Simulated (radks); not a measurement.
# Ge⁴⁻ held by a Watson sphere

Aim: the size and levels of Ge⁴⁻ inside a shell of charge +4 and radius R, which stands for the Madelung well of a crystal, for several R.

The numbers are computed with radks (a radial shooting solver on a logarithmic mesh, Libxc functionals) version 1 (scalar-relativistic Kohn-Sham, PBEsol, spin-polarised, spherical densities, finite nucleus), except any that are marked as measured or tabulated.

**1. Starting point**

```
element            : germanium (Z = 32)
charge             : -4
electrons          : 36
configuration      : [Kr]
nuclear rms radius : 4.0742 fm
```

Outer shells as boxes (Hund's rule):

Ge⁴⁻
```
[Ar] core
3d [↑↓][↑↓][↑↓][↑↓][↑↓]
4s [↑↓]
4p [↑↓][↑↓][↑↓]
```

**2. R = 2.3 bohr**

Settings of this run:

```text
Z 32
configuration [Kr]
relativity scalar-relativistic
functional pbe_sol,pbe_sol
spin polarised
nucleus finite rms 4.0742 fm
c 137.035999084
watson charge 4 radius 2.3 bohr
response adiabatic LDA kernel
```

**3. R = 2.59 bohr**

Changes since step 2:

```diff
@@ -7,3 +7,3 @@
 c 137.035999084
-watson charge 4 radius 2.3 bohr
+watson charge 4 radius 2.59 bohr
 response adiabatic LDA kernel
```

**4. R = 2.77 bohr**

Changes since step 3:

```diff
@@ -7,3 +7,3 @@
 c 137.035999084
-watson charge 4 radius 2.59 bohr
+watson charge 4 radius 2.77 bohr
 response adiabatic LDA kernel
```

**5. R = 3.26 bohr**

Changes since step 4:

```diff
@@ -7,3 +7,3 @@
 c 137.035999084
-watson charge 4 radius 2.77 bohr
+watson charge 4 radius 3.26 bohr
 response adiabatic LDA kernel
```

**6. R = 4.02 bohr**

Changes since step 5:

```diff
@@ -7,3 +7,3 @@
 c 137.035999084
-watson charge 4 radius 3.26 bohr
+watson charge 4 radius 4.02 bohr
 response adiabatic LDA kernel
```

**7. R = 4.58 bohr**

Changes since step 6:

```diff
@@ -7,3 +7,3 @@
 c 137.035999084
-watson charge 4 radius 4.02 bohr
+watson charge 4 radius 4.58 bohr
 response adiabatic LDA kernel
```

**8. R = 4.73 bohr**

Changes since step 7:

```diff
@@ -7,3 +7,3 @@
 c 137.035999084
-watson charge 4 radius 4.58 bohr
+watson charge 4 radius 4.73 bohr
 response adiabatic LDA kernel
```

What does the calculation give? Wanted: for each run, R; highest level; its <r>; sum of <r²>; α.

**Answer**, as computed:

```
R (bohr)  highest level (eV)  its <r> (bohr)  sum of <r²> (bohr²)  α (bohr³)
     2.3              -7.357           2.580                67.62      40.86
    2.59              -6.786           2.738                74.24      51.21
    2.77              -6.440           2.837                78.58      59.02
    3.26              -5.574           3.113                91.23      86.71
    4.02              -4.493           3.551                113.2      154.5
    4.58              -3.895           3.883                131.5      230.2
    4.73              -3.760           3.972                136.7      254.8
```

From R = 2.3 to 4.73 bohr the top level moves from -7.357 to -3.760 eV and its mean radius from 2.58 to 3.97 bohr. A wider sphere makes a shallower well, so the ion swells. The polarisability goes from 40.9 to 255 bohr³. Response by self-consistent Sternheimer equations with the Hartree and adiabatic LDA kernel, the relativistic mass of each level held fixed and spin-orbit coupling left out. The sphere does not respond.
